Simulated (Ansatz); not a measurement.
**ClH4NOSi: how energies converge with the basis set**

Aim: see how fast density functionals converge with the basis set for ClH4NOSi.

Method: one geometry, several basis sets; program: Ansatz 0.2.0, Gaussian basis.

The runs, in order: PBE0-D4/def2-SVP; ωB97M-V/def2-SVP; PBE0-D4/def2-QZVPP; ωB97M-V/def2-QZVPP; the functionals' def2-TZVPP values are taken from earlier runs.

### Step 1. The relaxed structure

The geometry comes from an earlier relaxation with PBE0-D4 in a triple-zeta def2 set; it is a stationary point, not always the lowest conformer.

8 atoms, charge 0, spin multiplicity 1.

Atoms are counted from 1 here; the program's logs count them from 0.

Bond lengths: N1–Si2 1.700 Å, N1–H5 1.006 Å, N1–H6 1.007 Å, Si2–O3 1.631 Å, Si2–Cl4 2.058 Å, Si2–H7 1.474 Å, O3–H8 0.960 Å. Angles: Si2–N1–H5 120.7°, Si2–N1–H6 121.4°, H5–N1–H6 112.4°, N1–Si2–O3 111.2°, N1–Si2–Cl4 104.5°, N1–Si2–H7 117.4°, O3–Si2–Cl4 112.6°, O3–Si2–H7 103.8°, Cl4–Si2–H7 107.5°, Si2–O3–H8 116.7°.

As a file:

```mol
ClH4NOSi
  3D, bonds by distance, orders not assigned

  8  7  0  0  0  0  0  0  0  0999 V2000
   -0.7498    0.8856   -0.2890 N   0  0
    0.5244   -0.2262   -0.1153 Si  0  0
    0.5513   -0.8613    1.3869 O   0  0
    0.1731   -1.6416   -1.5669 Cl  0  0
   -1.2172    0.9980   -1.1727 H   0  0
   -0.8069    1.7124    0.2830 H   0  0
    1.8967    0.2772   -0.3085 H   0  0
   -0.2795   -1.2012    1.7267 H   0  0
  1  2  8  0
  2  3  8  0
  2  4  8  0
  1  5  8  0
  1  6  8  0
  2  7  8  0
  3  8  8  0
M  END
```

### Step 2. PBE0-D4 in def2-SVP

The input, in.yaml:

```yaml
crystal:
  periodic: [false, false, false]
  atoms:
    - {symbol: N, position_ang: [-0.749775, 0.885590, -0.288963]}
    - {symbol: Si, position_ang: [0.524440, -0.226193, -0.115272]}
    - {symbol: O, position_ang: [0.551256, -0.861285, 1.386906]}
    - {symbol: Cl, position_ang: [0.173097, -1.641551, -1.566899]}
    - {symbol: H, position_ang: [-1.217214, 0.997958, -1.172733]}
    - {symbol: H, position_ang: [-0.806931, 1.712374, 0.283027]}
    - {symbol: H, position_ang: [1.896719, 0.277160, -0.308550]}
    - {symbol: H, position_ang: [-0.279492, -1.201153, 1.726685]}
basis:
  gaussian: {orbitals: def2-SVP}
hamiltonian: {xc: pbe0, dispersion: d4}
output: {orbitals: {seedname: orbitals}}
```

The runs that follow: ωB97M-V in def2-SVP; PBE0-D4 in def2-QZVPP; ωB97M-V in def2-QZVPP.

Q: Predict the results of all the runs planned. Wanted: PBE0-D4: double and triple zeta above quadruple; ωB97M-V: double and triple zeta above quadruple.

The runs gave:

```
                                       quantity           value
PBE0-D4: double and triple zeta above quadruple  12.78, 0.87 eV
ωB97M-V: double and triple zeta above quadruple  12.82, 0.83 eV
```

In words: PBE0-D4 gains 11.91 eV from double to triple zeta, then 0.87 eV more. Total energies overstate the basis error of differences, where much of it tends to cancel. The LUMO of ωB97M-V is positive and keeps falling with the basis (3.09 to 1.57 eV): an unbound level that the basis holds in place.
